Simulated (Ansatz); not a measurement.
# Sn24O48: the cost of one run

Method: density functional theory in Ansatz 0.2.0, PAW datasets, plane waves.

## 1. The starting cell

72 atoms (24 Sn, 48 O); a = 9.595 Å, b = 9.595 Å, c = 9.694 Å, α = 90.00°, β = 90.00°, γ = 90.00°. All atoms were shaken off their sites by about 0.02 Å along each axis.

Steps to follow: (2) PBEsol dynamics at the Γ point alone, on 1 × NVIDIA H100 80GB HBM3 with 4 threads of AMD EPYC 7R13; (3) HSE06 single point at the Γ point alone, on 1 × NVIDIA H100 80GB HBM3 with 4 threads of AMD EPYC 7R13.

## 2. Langevin dynamics

The input, in.yaml:

```yaml
accuracy: low
crystal:
  lattice:
    - [9.595321, 0.000000, 0.000000]
    - [0.000000, 9.595321, 0.000000]
    - [0.000000, 0.000000, 9.694121]
  atoms:
    - { symbol: Sn, position: [0.001254, 0.001413, 0.003730] }
    - { symbol: Sn, position: [0.003512, 0.000206, 0.336262] }
    - { symbol: Sn, position: [0.000492, 0.000392, 0.666895] }
    - { symbol: Sn, position: [0.998818, 0.500830, 0.998993] }
    - { symbol: Sn, position: [0.998498, 0.502530, 0.330446] }
    - { symbol: Sn, position: [0.000668, 0.499235, 0.669164] }
    - { symbol: Sn, position: [0.500989, 0.999515, 0.999866] }
    - { symbol: Sn, position: [0.498651, 0.000614, 0.331704] }
    - { symbol: Sn, position: [0.501343, 0.000071, 0.668468] }
    - { symbol: Sn, position: [0.500855, 0.499239, 0.998275] }
    - { symbol: Sn, position: [0.499469, 0.499086, 0.333953] }
    - { symbol: Sn, position: [0.498069, 0.501199, 0.666676] }
    - { symbol: Sn, position: [0.250339, 0.250812, 0.168581] }
    - { symbol: Sn, position: [0.250257, 0.250903, 0.499954] }
    - { symbol: Sn, position: [0.248590, 0.249574, 0.832811] }
    - { symbol: Sn, position: [0.250052, 0.750687, 0.164778] }
    - { symbol: Sn, position: [0.252187, 0.753988, 0.497810] }
    - { symbol: Sn, position: [0.248950, 0.749710, 0.836000] }
    - { symbol: Sn, position: [0.749225, 0.246983, 0.162455] }
    - { symbol: Sn, position: [0.752687, 0.246588, 0.501596] }
    - { symbol: Sn, position: [0.752064, 0.249435, 0.831376] }
    - { symbol: Sn, position: [0.754516, 0.750863, 0.165398] }
    - { symbol: Sn, position: [0.747651, 0.744426, 0.499916] }
    - { symbol: Sn, position: [0.748865, 0.750011, 0.832381] }
    - { symbol: O, position: [0.154658, 0.153801, 0.002231] }
    - { symbol: O, position: [0.153375, 0.152367, 0.332826] }
    - { symbol: O, position: [0.151730, 0.150245, 0.667731] }
    - { symbol: O, position: [0.153837, 0.653463, 0.000329] }
    - { symbol: O, position: [0.151896, 0.650304, 0.331975] }
    - { symbol: O, position: [0.153871, 0.654340, 0.667494] }
    - { symbol: O, position: [0.652662, 0.148279, 0.000332] }
    - { symbol: O, position: [0.651406, 0.153859, 0.335484] }
    - { symbol: O, position: [0.656607, 0.153473, 0.665936] }
    - { symbol: O, position: [0.656828, 0.654745, 0.999297] }
    - { symbol: O, position: [0.651317, 0.651392, 0.335643] }
    - { symbol: O, position: [0.654664, 0.654839, 0.666206] }
    - { symbol: O, position: [0.347960, 0.348481, 0.002963] }
    - { symbol: O, position: [0.349395, 0.346993, 0.337780] }
    - { symbol: O, position: [0.346824, 0.345230, 0.667134] }
    - { symbol: O, position: [0.351077, 0.846947, 0.996862] }
    - { symbol: O, position: [0.346035, 0.845732, 0.330241] }
    - { symbol: O, position: [0.347318, 0.847204, 0.666915] }
    - { symbol: O, position: [0.844489, 0.346946, 0.999583] }
    - { symbol: O, position: [0.847824, 0.343641, 0.330214] }
    - { symbol: O, position: [0.847593, 0.345914, 0.664362] }
    - { symbol: O, position: [0.845443, 0.848024, 0.998978] }
    - { symbol: O, position: [0.846126, 0.850055, 0.332715] }
    - { symbol: O, position: [0.846305, 0.848910, 0.664815] }
    - { symbol: O, position: [0.094686, 0.403484, 0.168049] }
    - { symbol: O, position: [0.097999, 0.401495, 0.500519] }
    - { symbol: O, position: [0.094685, 0.402095, 0.834224] }
    - { symbol: O, position: [0.096591, 0.903809, 0.163657] }
    - { symbol: O, position: [0.099398, 0.899696, 0.502470] }
    - { symbol: O, position: [0.096498, 0.902912, 0.834858] }
    - { symbol: O, position: [0.596820, 0.402208, 0.164500] }
    - { symbol: O, position: [0.597641, 0.401029, 0.500510] }
    - { symbol: O, position: [0.597841, 0.404457, 0.833505] }
    - { symbol: O, position: [0.595679, 0.904487, 0.168676] }
    - { symbol: O, position: [0.595449, 0.901109, 0.497799] }
    - { symbol: O, position: [0.601329, 0.905294, 0.834844] }
    - { symbol: O, position: [0.401610, 0.097465, 0.164577] }
    - { symbol: O, position: [0.401456, 0.098559, 0.502031] }
    - { symbol: O, position: [0.404538, 0.099172, 0.833017] }
    - { symbol: O, position: [0.404410, 0.598454, 0.166988] }
    - { symbol: O, position: [0.400619, 0.598254, 0.498894] }
    - { symbol: O, position: [0.403770, 0.593809, 0.836485] }
    - { symbol: O, position: [0.904942, 0.098687, 0.168754] }
    - { symbol: O, position: [0.904744, 0.099071, 0.501782] }
    - { symbol: O, position: [0.901917, 0.095395, 0.833121] }
    - { symbol: O, position: [0.903570, 0.594956, 0.167499] }
    - { symbol: O, position: [0.903534, 0.594607, 0.501376] }
    - { symbol: O, position: [0.902183, 0.595179, 0.835723] }
kpoints:
  mp_grid: { grid: [1, 1, 1] }
hamiltonian:
  xc: pbesol
scf:
  occupations: { method: fermi_dirac, width: 0.1 }
md:
  ensemble: nvt_langevin
  timestep: 2.5
  n_steps: 240
  temperature: 1200
  temperature_schedule: [{ n_steps: 120, end_temperature: 1200 }, { n_steps: 120, end_temperature: 1200 }]
  friction: 0.02
  initial_velocities: maxwell_boltzmann
  seed: 1
```

Command:

```
$ ansatz run in.yaml --threads 4 --pin off --max-ram 42750MiB --runs-dir r --events-out ev --progress --plain --backend cuda --devices 0, --max-vram 37GiB
```

Q: Estimate wall time and peak memory on 1 × NVIDIA H100 80GB HBM3 with 4 threads of AMD EPYC 7R13, shared host.

About 3.9 min, with a peak of 1.4 GiB on the host.
